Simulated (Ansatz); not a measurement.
# Si2W: strong compression

Aim: compress Si2W (MoSi2 type) step by step, far beyond the usual range, and follow pressure and electronic structure. The runs shown use PAW.

Computed with Ansatz 0.2.0 (DFT LDA, with the methods named in each step, unless a step's input says otherwise).

1 further run of the same task is left out (it didn't finish). Runs told in other sessions of the task aren't counted.

## (1) The system as given

The structure is tetragonal, space group I4/mmm (No. 139). Conventional cell: a = 3.118 Å, b = 3.118 Å, c = 7.640 Å, α = 90.00°, β = 90.00°, γ = 90.00°. W (site symmetry 4/mmm) has 10 Si at 2.54 to 2.56 Å in its first shell of neighbours. Si (site symmetry 4mm) has 5 Si at 2.52 to 2.56 Å and 5 W at 2.54 to 2.56 Å in its first shell of neighbours.

Structure file:

```
W Si
1.0
    -1.55922    1.55922    3.82008
     1.55922   -1.55922    3.82008
     1.55922    1.55922   -3.82008
W Si
1 2
Cartesian
  0.0000 0.0000 0.0000
  0.0000 0.0000 2.5595
  0.0000 0.0000 -2.5595
```

Whether this phase is the stable one at these pressures isn't tested.

Atoms are numbered in the order of the input: W1, Si2, Si3.

## (2) Cell relaxed at zero pressure, PAW

Input file input.yaml:

```yaml
crystal:
  lattice:
    - [-1.5592157582, 1.5592157582, 3.8200786076]
    - [1.5592157582, -1.5592157582, 3.8200786076]
    - [1.5592157582, 1.5592157582, -3.8200786076]
  atoms:
    - { symbol: W, position: [0.0, 0.0, 0.0] }
    - { symbol: Si, position: [0.335, 0.335, 0.0] }
    - { symbol: Si, position: [-0.335, -0.335, 0.0] }
kpoints:
  mp_grid: { grid: [14, 14, 14] }
scf:
  occupations: { method: fermi_dirac, width: 0.08 }
hamiltonian:
  xc: lda
  pseudopotentials: { kind: paw }
output:
  forces: true
  stress: true
relax:
  f_tol: 0.005
  max_steps: 40
  cell: {}
```

Command:

```console
$ ansatz run input.yaml --threads 1 --pin off --max-ram 3072MiB --backend cpu --events-out ev --progress --plain --runs-dir out
```

After this run come: Volume scaled by 1, PAW; Shape and atoms relaxed at 0.94 of the volume, PAW; Volume scaled by 0.94, PAW; Shape and atoms relaxed at 0.88 of the volume, PAW; Volume scaled by 0.88, PAW; Shape and atoms relaxed at 0.8 of the volume, PAW; Volume scaled by 0.8, PAW; Shape and atoms relaxed at 0.72 of the volume, PAW; Volume scaled by 0.72, PAW; Shape and atoms relaxed at 0.62 of the volume, PAW; Volume scaled by 0.62, PAW; Volume scaled by 0.62, PAW (level accurate).

Before running it: what results should come out? Wanted: PAW pressure at 0.62 of the volume; PAW; fitted bulk modulus at zero pressure.

As calculated:

| quantity | value |
| --- | --- |
| PAW pressure at 0.62 of the volume | 306.8 GPa |
| PAW (level accurate) pressure at 0.62 of the volume | 304.2 GPa |
| fitted bulk modulus at zero pressure (PAW) | 244 GPa |
| its pressure derivative | 4.04 |

**Reading.** At 0.62 of the starting volume PAW gives 307 GPa. One third-order Birch-Murnaghan curve follows these points (B₀ = 244 GPa, B′ = 4.04, misfit at most 0.57 GPa). A fit over so wide a range leans to the high pressures, so B₀ can be off by several per cent. No all-electron run checks these rows here, and frozen cores can fail under such compression. The ions are at rest, and the electrons smeared by 0.08 eV. Spin-orbit coupling is left out, though the cell holds W; in elements this heavy it can shift bands and gaps by tenths of an eV.

At pressures up to 307 GPa the PAW spheres may overlap and frozen cores may not hold, so those PAW values are rough without an all-electron check.
